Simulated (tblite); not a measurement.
# C6H18BN: the cost of one run

Computed with tblite 0.8.0 and PySCF 2.14.0, with density-fitted response routines of our own, on a single molecule, in the gas phase or a continuum. Atoms are numbered from 0 throughout.

### 1 The starting structure

26 atoms, charge 0, multiplicity 1; geometry from: force field or distance geometry start.

Bonds of the start (Å): B0–N1 1.54, N1–C2 1.46, N1–C3 1.43, N1–C4 1.40, C4–C5 1.47, C5–C6 1.50, C5–C7 1.53, B0–H8 1.20, B0–H9 1.18, B0–H10 1.18, C2–H11 1.12, C2–H12 1.12, C2–H13 1.09, C3–H14 1.11, C3–H15 1.13, C3–H16 1.09, C4–H17 1.14, C4–H18 1.12, C5–H19 1.11, C6–H20 1.11, C6–H21 1.12, C6–H22 1.09, C7–H23 1.14, C7–H24 1.11, C7–H25 1.10.

### 2 Geometry optimisation with GFN2-xTB

The job: settings as JSON, then the geometry in Å.

```
{"job": {"kind": "relax", "xc": "GFN2-xTB", "basis": "xTB"}, "charge": 0, "multiplicity": 1}
B     -1.221800    -0.575600     1.385800
N     -1.070700    -0.023900    -0.044900
C     -2.023500    -0.830500    -0.811500
C     -1.567500     1.318700    -0.090600
C      0.174000    -0.275900    -0.628300
C      1.384400     0.438000    -0.188900
C      1.780800     0.249200     1.249200
C      2.539800    -0.081600    -1.039800
H     -2.406900    -0.545200     1.598700
H     -0.927300    -1.719700     1.437800
H     -0.720600     0.096700     2.211600
H     -3.070000    -0.696100    -0.445500
H     -1.968000    -0.460500    -1.864200
H     -1.680500    -1.865700    -0.823800
H     -2.307100     1.405300    -0.914500
H     -2.083100     1.549500     0.884500
H     -0.822700     2.090500    -0.260900
H      0.076700    -0.154000    -1.753500
H      0.387400    -1.368600    -0.526200
H      1.408500     1.530000    -0.358300
H      1.463500     1.067500     1.934800
H      2.903600     0.265300     1.275200
H      1.491600    -0.740900     1.611100
H      2.092200    -0.124100    -2.088000
H      3.415300     0.592400    -1.015600
H      2.730800    -1.118300    -0.721000
```

The run is started by

```console
OMP_NUM_THREADS=1 python probes_run.py task.json out
```

The driver reads the jobs from task.json and runs them one after another.

Q: Estimate the wall time and peak memory of this first job on 1 thread of Arm Neoverse V2, shared host.

About 1.5 s, with a peak of 0.18 GiB.
